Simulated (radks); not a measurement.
# Ionisation of Ti³⁺: one atom, several choices of relativity

The task here is to estimate one member of a computed series from the others.

Method: Kohn-Sham, PBE, spin-unpolarised, spherical densities. Code: radks (a radial shooting solver on a logarithmic mesh, Libxc functionals) version 1.

## The atom as given

| Quantity | Value |
| --- | --- |
| element | titanium (Z = 22) |
| charge | +3 |
| electrons | 19 |
| configuration | [Ar] 3d1 |
| ion | Ti⁴⁺, [Ar] |
| choices | non-relativistic; scalar-relativistic; Dirac, 2j+1 shares; Dirac, low j first; scalar-relativistic, finite nucleus; Dirac, 2j+1 shares, finite nucleus; Dirac, c × 5; Dirac, c × 10; Dirac, c × 0.75 |

Set-up of the first run:

Settings of this run:

```text
Z 22
configuration [Ar] 3d1 4s0 4p0
relativity non-relativistic
functional pbe,pbe
spin unpolarised
nucleus point
```

Among the steps run: non-relativistic: Ti³⁺.

One table of the session follows, with a row left open; its other results are not shown here.

It belongs to the step «non-relativistic: Ti³⁺». Sizes of the orbitals, from the radial functions (bohr):

```
level      <r>  outermost maximum (interpolated)  90 % within  nodes
   1s  0.07017                            0.0461        0.125      0
   2s   0.3276                             0.271        0.509      1
   2p   0.2909                             0.221        0.478      0
   3s   0.9991                             0.871         1.49      2
   3p    1.059                             0.896         1.62      1
   3d    1.258                             0.922         2.08      0
   4s        ?                                 ?            ?      ?
   4p    2.958                              2.69         4.29      2
```

Estimate the missing values for 4s.

As computed: <r>: 2.627; outermost maximum (interpolated): 2.40; 90 % within: 3.78; nodes: 3. In the column «<r>» it lies between 3d (1.258) and 4p (2.958).

Caveats from the session: Spin polarisation and multiplet splitting of open shells are left out at every level.
